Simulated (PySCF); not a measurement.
# C3H8AlFO: the cost of one run

Programs: PySCF 2.14.0, with density-fitted response routines of our own. Each step states its level of theory. These are calculated values for one molecule in the gas phase, unless marked as measured. Atoms count from 0, in the outputs and in this text.

### Step 1. The molecule as given

14 atoms, charge 0, multiplicity 1; geometry from: PBE0-D3(BJ)/def2-SVP.

Bonds of the start (Å): C0–C1 1.52, C1–O2 1.39, O2–Al3 1.69, Al3–C4 1.93, Al3–F5 1.67, C0–H6 1.10, C0–H7 1.10, C0–H8 1.10, C1–H9 1.11, C1–H10 1.11, C4–H11 1.10, C4–H12 1.10, C4–H13 1.10.

### Step 2. Shielding tensors: PBE0/6-31G*

What the job is given:

```
{"job": {"kind": "nmr", "xc": "PBE0", "basis": "6-31G*", "pop": true}, "charge": 0, "multiplicity": 1}
C     -2.287878    -0.150592     0.380976
C     -1.257009    -1.027844    -0.302521
O      0.054825    -0.669453     0.004224
Al     1.018251     0.688386     0.282151
C      2.869013     0.489594     0.799575
F      0.339517     2.202660     0.093208
H     -2.171599     0.902643     0.080618
H     -3.309992    -0.470701     0.125427
H     -2.178306    -0.207888     1.475935
H     -1.410898    -2.080743    -0.003442
H     -1.408405    -0.992723    -1.398592
H      3.406962     1.449057     0.807916
H      3.393564    -0.198968     0.117931
H      2.937965     0.052877     1.809449
```

Method: GIAO PBE0/6-31G* NMR shielding, non-relativistic, gas phase.

Launch:

```sh
OMP_NUM_THREADS=1 python probes_run.py task.json out
```

This one command runs all jobs of the session in turn.

Q: Estimate the wall time and peak memory of this first job on 1 thread of Arm Neoverse V1, shared host.

About 10 s, with a peak of 0.57 GiB.
